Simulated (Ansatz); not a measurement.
# CH3Cl3TeTiZn: how energies converge with the basis set

An exercise on one series of results from a longer session: the logs are not shown, and one member is left open.

Program: Ansatz 0.2.0, Gaussian basis. Level of theory: one geometry, several basis sets. These are calculated values, not measurements.

Plan: PBE0-D4/def2-SVP; ωB97M-V/def2-SVP; PBE0-D4/def2-QZVPP; ωB97M-V/def2-QZVPP; the functionals' def2-TZVPP values are taken from earlier runs.

## Structure used throughout

An earlier PBE0-D4 in a triple-zeta def2 set relaxation fixed the geometry. Te takes the def2 core potential; no spin-orbit term is included.

SMILES `[CH3][Zn][Te][Ti]([Cl])([Cl])[Cl]`, 10 atoms, charge 0, spin multiplicity 1.

Atoms are counted from 1 here; the program's logs count them from 0.

Bond lengths: C1–Zn2 1.948 Å, C1–H8 1.091 Å, C1–H9 1.091 Å, C1–H10 1.091 Å, Zn2–Te3 2.553 Å, Te3–Ti4 2.535 Å, Ti4–Cl5 2.172 Å, Ti4–Cl6 2.235 Å, Ti4–Cl7 2.172 Å. Angles: Zn2–C1–H8 109.7°, Zn2–C1–H9 109.7°, Zn2–C1–H10 110.6°, H8–C1–H9 108.7°, H8–C1–H10 109.1°, H9–C1–H10 109.1°, C1–Zn2–Te3 157.4°, Zn2–Te3–Ti4 76.9°, Te3–Ti4–Cl5 109.0°, Te3–Ti4–Cl6 106.9°, Te3–Ti4–Cl7 109.0°, Cl5–Ti4–Cl6 110.8°, Cl5–Ti4–Cl7 110.3°, Cl6–Ti4–Cl7 110.8°.

Geometry (Å):

```
C    -0.0870   -1.1773    2.2420
Zn    0.5065   -0.4733    0.5251
Te    2.1081   -0.0259   -1.4127
Ti   -0.0139    1.1557   -2.1387
Cl    0.4091    3.2701   -2.4020
Cl   -1.5174    0.8433   -0.5149
Cl   -0.7036    0.2854   -4.0058
H    -0.3892   -0.3544    2.8922
H    -0.9436   -1.8372    2.0927
H     0.7142   -1.7376    2.7251
```

Set-up of the first run:

Contents of in.yaml:

```yaml
crystal:
  periodic: [false, false, false]
  atoms:
    - {symbol: C, position_ang: [-0.087047, -1.177322, 2.241958]}
    - {symbol: Zn, position_ang: [0.506515, -0.473250, 0.525074]}
    - {symbol: Te, position_ang: [2.108074, -0.025857, -1.412717]}
    - {symbol: Ti, position_ang: [-0.013864, 1.155673, -2.138650]}
    - {symbol: Cl, position_ang: [0.409092, 3.270080, -2.401998]}
    - {symbol: Cl, position_ang: [-1.517389, 0.843326, -0.514911]}
    - {symbol: Cl, position_ang: [-0.703574, 0.285429, -4.005769]}
    - {symbol: H, position_ang: [-0.389220, -0.354429, 2.892191]}
    - {symbol: H, position_ang: [-0.943604, -1.837180, 2.092740]}
    - {symbol: H, position_ang: [0.714216, -1.737571, 2.725081]}
basis:
  gaussian: {orbitals: def2-SVP}
hamiltonian: {xc: pbe0, dispersion: d4}
output: {orbitals: {seedname: orbitals}}
```

Among the steps run: PBE0-D4 in def2-SVP; ωB97M-V in def2-SVP; PBE0-D4 in def2-QZVPP; ωB97M-V in def2-QZVPP.

One table of the session follows, with a row left open; its other results are not shown here.

It belongs to the step «Functionals by basis». 

```
functional       basis  HOMO (eV)  LUMO (eV)
   PBE0-D4    def2-SVP      -7.10      -3.43
   PBE0-D4  def2-TZVPP      -7.13      -3.39
   PBE0-D4  def2-QZVPP          ?          ?
   ωB97M-V    def2-SVP      -8.99      -1.38
   ωB97M-V  def2-TZVPP      -9.07      -1.38
   ωB97M-V  def2-QZVPP      -9.09      -1.40
```

Estimate the missing values for PBE0-D4, def2-QZVPP.

As computed: HOMO (eV): -7.15; LUMO (eV): -3.40. In the column «HOMO (eV)» it lies between ωB97M-V, def2-SVP (-8.99) and PBE0-D4, def2-TZVPP (-7.13).
